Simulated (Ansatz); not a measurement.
I need a check of PAW against all-electron LAPW of ZnSe, space group F-43m. Use the Ansatz DFT code, driven from Python. Settings (first run): LDA, PAW, the default cutoff (420 eV here), 6×6×6 k-points, fixed occupations.

Input file `znse.cif`:
```cif
data_ZnSe
_cell_length_a 4.007598
_cell_length_b 4.007598
_cell_length_c 4.007598
_cell_angle_alpha 60.00000
_cell_angle_beta 60.00000
_cell_angle_gamma 60.00000
_symmetry_space_group_name_H-M 'P 1'
_symmetry_Int_Tables_number 1
loop_
_symmetry_equiv_pos_as_xyz
'x, y, z'
loop_
_atom_site_label
_atom_site_type_symbol
_atom_site_fract_x
_atom_site_fract_y
_atom_site_fract_z
Zn1 Zn    0.000000    0.000000    0.000000
Se2 Se    0.250000    0.250000    0.250000
```

`run_paw_lapw.py`:
```python
"""PAW against all-electron LAPW for ZnSe."""

from dataclasses import dataclass

import ansatz as az
from ase.io import read
import numpy as np


@dataclass
class Settings:
    xc: str = "lda"
    kgrid: tuple[int, ...] = (6, 6, 6)
    filling: str = "Fixed"


cfg = Settings()


def count_gap(report):
    # lowest empty less highest filled band, counting bands; zero where they overlap
    return max(report.get("gap_by_band_count_ev") or 0.0, 0.0)


def main() -> None:
    atoms = read("znse.cif")
    crystal = az.Crystal.from_ase(atoms)

    setup = (
        crystal.calculation()
        .functional(cfg.xc)
        .kpoints(*cfg.kgrid)  # the mesh must be finer for metals
        .occupations(cfg.filling)  # whole-number filling, right only where there is a gap
        .stress()  # positive in compression
        .forces()  # eV per angstrom
        .band_table()
    )
    variants = {
        "PAW": setup.pseudopotentials("paw"),
        "LAPW": setup.pseudopotentials("all_electron", lapw=True),
    }
    # totals differ by the cores that each treatment holds, so compare what does not depend on them
    rows = []
    for label, variant in variants.items():
        r = variant.run().report
        levels = np.array(r["eigenvalues_ev"][0]) - r["fermi_energy_ev"]
        print(label, "levels at the first k-point near E_F:", np.round(levels[np.abs(levels) < 5], 3))
        rows.append((label, r["n_electrons"], np.trace(r["stress_gpa"]) / 3, count_gap(r)))
    for row in rows:
        print("; ".join(f"{name} = {round(v, 4) if isinstance(v, float) else v}" for name, v in zip(["treatment", "electrons in bands", "P GPa", "gap by band count eV"], row)))


if __name__ == "__main__":
    main()
```

```console
$ python run_paw_lapw.py
DeckWarning: basis.ecutwfc = 420 eV, auto-derived from the records' recommended cutoffs: set by Zn (normal level)
PAW levels at the first k-point near E_F: [-0.    -0.     0.     1.029]
LAPW levels at the first k-point near E_F: [-0.   -0.    0.    1.03]
treatment = PAW; electrons in bands = 28.0; P GPa = -3.3734; gap by band count eV = 1.0293
treatment = LAPW; electrons in bands = 44.0; P GPa = -3.3552; gap by band count eV = 1.0295
```
(Warnings from the package without file and line.)

PAW gives -3.373 GPa and LAPW -3.355 GPa, 0.018 GPa apart. They took 1.0 and 10.6 s of processor time.

What to keep in mind:
- Semilocal gaps usually lie well under measured ones.
- The computed bands are complete only to about 5.7 eV above the Fermi level.
- The Fermi level of a run with fixed occupations marks the highest occupied state on its mesh, not mid-gap.
- The starting cell is as deposited in a crystallographic database; the results hold for this polymorph, which needn't be the stable one.
- Levels are Kohn-Sham eigenvalues on this mesh, without spin-orbit coupling.
- Pressure is positive in compression; the treatments may keep other shells as core, so totals and counts of electrons can differ.
- Hardware and time: 12 s on 1 thread of Arm Neoverse V2, with other jobs on the host, peak memory 0.49 GiB.
